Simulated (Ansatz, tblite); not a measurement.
# (H2Ga-mu-OH)2 (Ga2H6O2): charged states by level of theory

Aim: the energy of removing and adding an electron for (H2Ga-mu-OH)2 (Ga2H6O2), by energy differences, and how well orbital energies stand in for it.

Method: as each input shows; program: Ansatz 0.2.0, Gaussian basis.

Plan: charge +1 doublet, at the geometry of the singlet (PBE0-D4/def2-TZVP, PBE-D4/def2-TZVP, r2SCAN-D4/def2-TZVP); charge -1 doublet, at the geometry of the singlet (PBE0-D4/def2-TZVPD, PBE-D4/def2-TZVPD, r2SCAN-D4/def2-TZVPD); the starting singlet's energies come from earlier runs.

## (1) The structure

The geometry is that of the singlet, from an earlier relaxation (PBE-D4/def2-SVP).

10 atoms, charge 0, spin multiplicity 1.

Atoms are counted from 1 here; the program's logs count them from 0.

Bond lengths: Ga1–H2 1.577 Å, Ga1–H3 1.577 Å, Ga1–O4 1.968 Å, Ga1–O8 1.967 Å, O4–Ga5 1.967 Å, O4–H9 0.969 Å, Ga5–H6 1.577 Å, Ga5–H7 1.577 Å, Ga5–O8 1.968 Å, O8–H10 0.969 Å. Angles: H2–Ga1–H3 127.8°, H2–Ga1–O4 110.1°, H2–Ga1–O8 110.2°, H3–Ga1–O4 110.1°, H3–Ga1–O8 110.1°, O4–Ga1–O8 77.0°, Ga1–O4–Ga5 102.9°, Ga1–O4–H9 128.5°, Ga5–O4–H9 128.5°, O4–Ga5–H6 110.1°, O4–Ga5–H7 110.2°, O4–Ga5–O8 77.0°, H6–Ga5–H7 127.8°, H6–Ga5–O8 110.1°, H7–Ga5–O8 110.1°, Ga1–O8–Ga5 103.0°, Ga1–O8–H10 128.5°, Ga5–O8–H10 128.5°.

As a file:

```
atom    x (Å)    y (Å)    z (Å)
 Ga1  -0.7003  -1.1976   0.6665
  H2   0.2336  -2.2079   1.4366
  H3  -2.2665  -1.2666   0.4985
  O4  -0.1392   0.6536   1.0271
 Ga5   0.6989   1.1980  -0.6671
  H6  -0.2373   2.2069  -1.4363
  H7   2.2652   1.2693  -0.5008
  O8   0.1392  -0.6536  -1.0269
  H9  -0.2467   1.1690   1.8402
 H10   0.2531  -1.1712  -1.8378
```

## (2) Charge +1 doublet at the fixed geometry, first pass, PBE0-D4/def2-SVP

Input file in.yaml:

```yaml
crystal:
  periodic: [false, false, false]
  atoms:
    - {symbol: Ga, position_ang: [-0.700332, -1.197578, 0.666520]}
    - {symbol: H, position_ang: [0.233604, -2.207890, 1.436647]}
    - {symbol: H, position_ang: [-2.266520, -1.266631, 0.498474]}
    - {symbol: O, position_ang: [-0.139176, 0.653630, 1.027073]}
    - {symbol: Ga, position_ang: [0.698892, 1.198031, -0.667063]}
    - {symbol: H, position_ang: [-0.237266, 2.206938, -1.436272]}
    - {symbol: H, position_ang: [2.265213, 1.269290, -0.500835]}
    - {symbol: O, position_ang: [0.139245, -0.653648, -1.026902]}
    - {symbol: H, position_ang: [-0.246738, 1.169022, 1.840203]}
    - {symbol: H, position_ang: [0.253059, -1.171164, -1.837836]}
basis:
  gaussian: {orbitals: def2-SVP}
total_charge: 1
magnetization: {spin_polarized: true, initial_magnetization: 1}
hamiltonian: {xc: pbe0, dispersion: d4}
output: {orbitals: {seedname: orbitals}}
```

Run with:

```sh
$ ansatz run in.yaml --threads 2 --pin off --events-out ev --progress --plain --max-ram 4352MiB
```

Output:

```text
Functional definition: PBE0
  name "PBE0"
  cite "Adamo & Barone, J. Chem. Phys. 110, 6158 (1999) doi:10.1063/1.478522"
  cite "Perdew, Burke & Ernzerhof, Phys. Rev. Lett. 77, 3865 (1996) doi:10.1103/PhysRevLett.77.3865"
  parent pbe
  parameter a = 0.25
  parameter kappa = 0.804
  parameter beta = 0.06672455060314922
  exchange = (1 - a)*pbe_x(kappa = kappa, mu = beta*pi^2/3) + a*exact_x
  correlation = pbe_c(beta = beta)
1212 factors; integrals over basis functions are off by at most 1.1e-3 eV
mean field evaluation 1: about -108887.5367 eV, gradient 7.2e1 eV
mean field evaluation 2: about -108821.2352 eV, gradient 1.4e2 eV
mean field evaluation 4: about -108905.7499 eV, gradient 5.6e0 eV
mean field evaluation 8: about -108905.9295 eV, gradient 4.5e-1 eV
mean field evaluation 16: about -108905.9310 eV, gradient 1.4e-3 eV
mean field -108905.93104304 eV, -4002.2191467405 hartree, gradient 5.6e-5 eV, S^2 0.759408; 0 other end points of the search recorded, 0 dependent functions left out
reference -108905.93107993 eV, -4002.2191480962 hartree; 42, 41 occupied and 80, 81 virtual orbitals, 1212 factors
Total energy: -108906.10245433 eV, -4002.2254459890 hartree
```

It took 5.5 s on 2 threads of Arm Neoverse V2, shared host.

Report: HOMO -13.01 eV, LUMO -11.41 eV (over both spins); ⟨S²⟩ 0.759 (pure: 0.75).

## (3) Charge +1 doublet at the fixed geometry, PBE0-D4/def2-TZVP

start.molden holds the orbitals of an earlier run on this state, given as this run's starting guess.

Changes to in.yaml since step 2:

```diff
@@ -14,3 +14,3 @@
 basis:
-  gaussian: {orbitals: def2-SVP}
+  gaussian: {orbitals: def2-TZVP, initial_orbitals: start.molden}
 total_charge: 1
@@ -18,2 +18,3 @@
 hamiltonian: {xc: pbe0, dispersion: d4}
+scf: {omitted_lower_state_checks: [starts]}
 output: {orbitals: {seedname: orbitals}}
```

The command is unchanged.

Output:

```text
Functional definition: PBE0
  name "PBE0"
  cite "Adamo & Barone, J. Chem. Phys. 110, 6158 (1999) doi:10.1063/1.478522"
  cite "Perdew, Burke & Ernzerhof, Phys. Rev. Lett. 77, 3865 (1996) doi:10.1103/PhysRevLett.77.3865"
  parent pbe
  parameter a = 0.25
  parameter kappa = 0.804
  parameter beta = 0.06672455060314922
  exchange = (1 - a)*pbe_x(kappa = kappa, mu = beta*pi^2/3) + a*exact_x
  correlation = pbe_c(beta = beta)
these checks for a lower state are left out or cut short: starts
1392 factors; their error is unknown
mean field evaluation 1: about -108921.0406 eV, gradient 1.3e2 eV
mean field evaluation 2: about -108923.8099 eV, gradient 3.4e0 eV
mean field evaluation 4: about -108924.2470 eV, gradient 1.8e-1 eV
mean field evaluation 8: about -108924.2471 eV, gradient 1.7e-5 eV
mean field -108924.24711731 eV, -4002.8922500548 hartree, gradient 1.7e-5 eV, S^2 0.759893; 0 other end points of the search recorded, 0 dependent functions left out
reference -108924.24715315 eV, -4002.8922513717 hartree; 42, 41 occupied and 152, 153 virtual orbitals, 1392 factors
Total energy: -108924.41852754 eV, -4002.8985492646 hartree
Checks for a lower state left out: starts
```

It took 10 s on 2 threads of Arm Neoverse V2, shared host; peak memory 0.81 GiB.

From the report: HOMO -13.01 eV, LUMO -11.42 eV (over both spins); ⟨S²⟩ 0.760 (pure: 0.75).

## (4) Charge +1 doublet at the fixed geometry, PBE-D4/def2-TZVP

Changes to in.yaml since step 3:

```diff
@@ -17,3 +17,3 @@
 magnetization: {spin_polarized: true, initial_magnetization: 1}
-hamiltonian: {xc: pbe0, dispersion: d4}
+hamiltonian: {xc: pbe, dispersion: d4}
 scf: {omitted_lower_state_checks: [starts]}
```

Launched as before.

Output:

```text
Functional definition: PBE
  name "PBE"
  cite "Perdew, Burke & Ernzerhof, Phys. Rev. Lett. 77, 3865 (1996) doi:10.1103/PhysRevLett.77.3865"
  parent pbe
  parameter kappa = 0.804
  parameter beta = 0.06672455060314922
  exchange = pbe_x(kappa = kappa, mu = beta*pi^2/3)
  correlation = pbe_c(beta = beta)
these checks for a lower state are left out or cut short: starts
1302 factors; their error is unknown
mean field evaluation 1: about -108922.3071 eV, gradient 9.2e0 eV
mean field evaluation 2: about -108922.4805 eV, gradient 2.0e-1 eV
mean field evaluation 4: about -108922.4572 eV, gradient 1.5e-3 eV
mean field -108922.45720555 eV, -4002.8264720108 hartree, gradient 1.4e-5 eV, S^2 0.753819; 0 other end points of the search recorded, 0 dependent functions left out
reference -108922.45725329 eV, -4002.8264737651 hartree; 42, 41 occupied and 152, 153 virtual orbitals, 1302 factors
Total energy: -108922.65996286 eV, -4002.8339232045 hartree
Checks for a lower state left out: starts
```

It took 6 s on 2 threads of Arm Neoverse V2, shared host.

HOMO -12.24 eV, LUMO -11.62 eV (over both spins); ⟨S²⟩ 0.754 (pure: 0.75).

## (5) Charge +1 doublet at the fixed geometry, r2SCAN-D4/def2-TZVP

Changes to in.yaml since step 4:

```diff
@@ -17,3 +17,3 @@
 magnetization: {spin_polarized: true, initial_magnetization: 1}
-hamiltonian: {xc: pbe, dispersion: d4}
+hamiltonian: {xc: r2scan, dispersion: d4}
 scf: {omitted_lower_state_checks: [starts]}
```

Same command.

Output:

```text
Functional definition: r2SCAN
  name "r2SCAN"
  cite "Furness, Kaplan, Ning, Perdew & Sun, J. Phys. Chem. Lett. 11, 8208 (2020) doi:10.1021/acs.jpclett.0c02405"
  cite "Furness, Kaplan, Ning, Perdew & Sun, J. Phys. Chem. Lett. 11, 9248 (2020) doi:10.1021/acs.jpclett.0c03077"
  parent r2scan
  parameter k0 = 0.174
  parameter k1 = 0.065
  parameter a1 = 4.9479
  exchange = r2scan_x(k0 = k0, k1 = k1, a1 = a1)
  correlation = r2scan_c
these checks for a lower state are left out or cut short: starts
1302 factors; their error is unknown
mean field evaluation 1: about -108940.3841 eV, gradient 5.6e0 eV
mean field evaluation 2: about -108940.4300 eV, gradient 7.2e-2 eV
mean field evaluation 4: about -108940.3994 eV, gradient 3.0e-4 eV
mean field -108940.39940915 eV, -4003.4858358313 hartree, gradient 1.4e-5 eV, S^2 0.758751; 0 other end points of the search recorded, 0 dependent functions left out
reference -108940.39942697 eV, -4003.4858364864 hartree; 42, 41 occupied and 152, 153 virtual orbitals, 1302 factors
Total energy: -108940.44498501 eV, -4003.4875107132 hartree
Checks for a lower state left out: starts
```

It took 15 s on 2 threads of Arm Neoverse V2, shared host.

From the report: HOMO -12.45 eV, LUMO -11.78 eV (over both spins); ⟨S²⟩ 0.759 (pure: 0.75).

## (6) Vertical ionisation energy

Charged state less starting state, singlet to doublet; the starting state's energies are those of its earlier runs.

```
              level  vertical ionisation energy (eV)   time
   PBE-D4/def2-TZVP                            +9.00  9.9 s
r2SCAN-D4/def2-TZVP                            +9.23   22 s
  PBE0-D4/def2-TZVP                            +9.57   16 s
```

Times add the two runs; a level without a time comes out of a correlated run.

Beside −ε(HOMO) of the starting state:

```
              level  −ε(HOMO) (eV)  by difference (eV)  mismatch (eV)
   PBE-D4/def2-TZVP           6.33                9.00          -2.67
r2SCAN-D4/def2-TZVP           6.67                9.23          -2.56
  PBE0-D4/def2-TZVP           7.67                9.57          -1.90
```

## (7) Charge -1 doublet at the fixed geometry, first pass, PBE0-D4/def2-SVP

Changes to in.yaml since step 5:

```diff
@@ -14,7 +14,6 @@
 basis:
-  gaussian: {orbitals: def2-TZVP, initial_orbitals: start.molden}
-total_charge: 1
+  gaussian: {orbitals: def2-SVP}
+total_charge: -1
 magnetization: {spin_polarized: true, initial_magnetization: 1}
-hamiltonian: {xc: r2scan, dispersion: d4}
-scf: {omitted_lower_state_checks: [starts]}
+hamiltonian: {xc: pbe0, dispersion: d4}
 output: {orbitals: {seedname: orbitals}}
```

The command is unchanged.

Output:

```text
Functional definition: PBE0
  name "PBE0"
  cite "Adamo & Barone, J. Chem. Phys. 110, 6158 (1999) doi:10.1063/1.478522"
  cite "Perdew, Burke & Ernzerhof, Phys. Rev. Lett. 77, 3865 (1996) doi:10.1103/PhysRevLett.77.3865"
  parent pbe
  parameter a = 0.25
  parameter kappa = 0.804
  parameter beta = 0.06672455060314922
  exchange = (1 - a)*pbe_x(kappa = kappa, mu = beta*pi^2/3) + a*exact_x
  correlation = pbe_c(beta = beta)
1212 factors; integrals over basis functions are off by at most 1.1e-3 eV
mean field evaluation 1: about -108912.2347 eV, gradient 2.6e1 eV
mean field evaluation 2: about -108911.3641 eV, gradient 3.4e1 eV
mean field evaluation 4: about -108914.2376 eV, gradient 1.8e0 eV
mean field evaluation 8: about -108914.3413 eV, gradient 9.8e-2 eV
mean field evaluation 16: about -108914.3413 eV, gradient 2.3e-4 eV
mean field -108914.34134636 eV, -4002.5282196865 hartree, gradient 7.8e-5 eV, S^2 0.753433; 0 other end points of the search recorded, 0 dependent functions left out
reference -108914.34138597 eV, -4002.5282211424 hartree; 43, 42 occupied and 79, 80 virtual orbitals, 1212 factors
Total energy: -108914.57943465 eV, -4002.5369692699 hartree
```

Wall time 5.5 s (2 threads of Arm Neoverse V2, shared host).

From the report: HOMO 2.57 eV, LUMO 4.35 eV (over both spins); ⟨S²⟩ 0.753 (pure: 0.75). Doubts: highest occupied level lies above zero.

## (8) Charge -1 doublet at the fixed geometry, PBE0-D4/def2-TZVPD

Changes to in.yaml since step 7:

```diff
@@ -14,3 +14,3 @@
 basis:
-  gaussian: {orbitals: def2-SVP}
+  gaussian: {orbitals: def2-TZVPD, initial_orbitals: start.molden}
 total_charge: -1
@@ -18,2 +18,3 @@
 hamiltonian: {xc: pbe0, dispersion: d4}
+scf: {omitted_lower_state_checks: [starts]}
 output: {orbitals: {seedname: orbitals}}
```

Same command.

Output:

```text
Functional definition: PBE0
  name "PBE0"
  cite "Adamo & Barone, J. Chem. Phys. 110, 6158 (1999) doi:10.1063/1.478522"
  cite "Perdew, Burke & Ernzerhof, Phys. Rev. Lett. 77, 3865 (1996) doi:10.1103/PhysRevLett.77.3865"
  parent pbe
  parameter a = 0.25
  parameter kappa = 0.804
  parameter beta = 0.06672455060314922
  exchange = (1 - a)*pbe_x(kappa = kappa, mu = beta*pi^2/3) + a*exact_x
  correlation = pbe_c(beta = beta)
these checks for a lower state are left out or cut short: starts
1522 factors; their error is unknown
mean field evaluation 1: about -108929.3735 eV, gradient 1.3e2 eV
mean field evaluation 2: about -108932.5848 eV, gradient 4.9e0 eV
mean field evaluation 4: about -108933.1661 eV, gradient 6.3e-2 eV
mean field evaluation 8: about -108933.5162 eV, gradient 2.1e-5 eV
mean field -108933.51623980 eV, -4003.2328840234 hartree, gradient 1.7e-5 eV, S^2 0.751293; 0 other end points of the search recorded, 0 dependent functions left out
reference -108933.51628317 eV, -4003.2328856173 hartree; 43, 42 occupied and 199, 200 virtual orbitals, 1522 factors
Total energy: -108933.75433185 eV, -4003.2416337448 hartree
Checks for a lower state left out: starts
```

It took 22 s on 2 threads of Arm Neoverse V2, shared host; peak memory 1.1 GiB.

Report: HOMO 1.49 eV, LUMO 2.59 eV (over both spins); ⟨S²⟩ 0.751 (pure: 0.75). Doubts: highest occupied level lies above zero.

## (9) Charge -1 doublet at the fixed geometry, PBE-D4/def2-TZVPD

Changes to in.yaml since step 8:

```diff
@@ -17,3 +17,3 @@
 magnetization: {spin_polarized: true, initial_magnetization: 1}
-hamiltonian: {xc: pbe0, dispersion: d4}
+hamiltonian: {xc: pbe, dispersion: d4}
 scf: {omitted_lower_state_checks: [starts]}
```

Launched as before.

Output:

```text
Functional definition: PBE
  name "PBE"
  cite "Perdew, Burke & Ernzerhof, Phys. Rev. Lett. 77, 3865 (1996) doi:10.1103/PhysRevLett.77.3865"
  parent pbe
  parameter kappa = 0.804
  parameter beta = 0.06672455060314922
  exchange = pbe_x(kappa = kappa, mu = beta*pi^2/3)
  correlation = pbe_c(beta = beta)
these checks for a lower state are left out or cut short: starts
1426 factors; their error is unknown
mean field evaluation 1: about -108931.2083 eV, gradient 9.3e0 eV
mean field evaluation 2: about -108931.3913 eV, gradient 2.1e-1 eV
mean field evaluation 4: about -108931.3545 eV, gradient 1.1e-3 eV
mean field -108931.35453082 eV, -4003.1534426836 hartree, gradient 3.3e-5 eV, S^2 0.750874; 0 other end points of the search recorded, 0 dependent functions left out
reference -108931.35458796 eV, -4003.1534447836 hartree; 43, 42 occupied and 199, 200 virtual orbitals, 1426 factors
Total energy: -108931.63479408 eV, -4003.1637421683 hartree
Checks for a lower state left out: starts
```

Run time: 12 s. Hardware: 2 threads of Arm Neoverse V2, shared host.

Report: HOMO 1.79 eV, LUMO 2.21 eV (over both spins); ⟨S²⟩ 0.751 (pure: 0.75). Doubts: highest occupied level lies above zero.

## (10) Charge -1 doublet at the fixed geometry, r2SCAN-D4/def2-TZVPD

Changes to in.yaml since step 9:

```diff
@@ -17,3 +17,3 @@
 magnetization: {spin_polarized: true, initial_magnetization: 1}
-hamiltonian: {xc: pbe, dispersion: d4}
+hamiltonian: {xc: r2scan, dispersion: d4}
 scf: {omitted_lower_state_checks: [starts]}
```

Launched as before.

Output:

```text
Functional definition: r2SCAN
  name "r2SCAN"
  cite "Furness, Kaplan, Ning, Perdew & Sun, J. Phys. Chem. Lett. 11, 8208 (2020) doi:10.1021/acs.jpclett.0c02405"
  cite "Furness, Kaplan, Ning, Perdew & Sun, J. Phys. Chem. Lett. 11, 9248 (2020) doi:10.1021/acs.jpclett.0c03077"
  parent r2scan
  parameter k0 = 0.174
  parameter k1 = 0.065
  parameter a1 = 4.9479
  exchange = r2scan_x(k0 = k0, k1 = k1, a1 = a1)
  correlation = r2scan_c
these checks for a lower state are left out or cut short: starts
1426 factors; their error is unknown
mean field evaluation 1: about -108949.3883 eV, gradient 5.7e0 eV
mean field evaluation 2: about -108949.4392 eV, gradient 8.6e-2 eV
mean field evaluation 4: about -108949.3959 eV, gradient 5.3e-4 eV
mean field evaluation 8: about -108949.3959 eV, gradient 1.0e-5 eV
mean field -108949.39586753 eV, -4003.8164495787 hartree, gradient 1.6e-5 eV, S^2 0.752338; 0 other end points of the search recorded, 0 dependent functions left out
reference -108949.39589417 eV, -4003.8164505579 hartree; 43, 42 occupied and 199, 200 virtual orbitals, 1426 factors
Total energy: -108949.46262135 eV, -4003.8189027363 hartree
Checks for a lower state left out: starts
```

It took 55 s on 2 threads of Arm Neoverse V2, shared host; peak memory 0.58 GiB.

HOMO 1.76 eV, LUMO 2.31 eV (over both spins); ⟨S²⟩ 0.752 (pure: 0.75). Doubts: highest occupied level lies above zero.

## (11) Vertical electron affinity

Starting state less charged state (positive: the electron is bound), singlet to doublet; the starting state's energies are those of its earlier runs.

```
               level  vertical electron affinity (eV)  time
   PBE-D4/def2-TZVPD                            -0.12  17 s
r2SCAN-D4/def2-TZVPD                            -0.29  67 s
  PBE0-D4/def2-TZVPD                            -0.31  30 s
```

Times add the two runs; a level without a time comes out of a correlated run.

Beside −ε(LUMO) of the starting state:

```
               level  −ε(LUMO) (eV)  by difference (eV)  mismatch (eV)
   PBE-D4/def2-TZVPD           1.55               -0.12          +1.67
r2SCAN-D4/def2-TZVPD           1.09               -0.29          +1.37
  PBE0-D4/def2-TZVPD           0.81               -0.31          +1.12
```

## (12) What came out

```
                                             quantity                                 value
 vertical ionisation energy, functionals in def2-TZVP    9.00 (PBE-D4) to 9.57 eV (PBE0-D4)
vertical electron affinity, functionals in def2-TZVPD  -0.31 (PBE0-D4) to -0.12 eV (PBE-D4)
```

In words: The vertical ionisation energy spans 9.00 to 9.57 eV over the functionals. −ε(HOMO) misses the level's own difference by -1.90 eV at best (PBE0-D4) and -2.67 eV at worst (PBE-D4). The vertical electron affinity spans -0.31 to -0.12 eV over the functionals. A negative affinity means an unbound electron, held by the basis alone. −ε(LUMO) misses the level's own difference by +1.12 eV at best (PBE0-D4) and +1.67 eV at worst (PBE-D4).
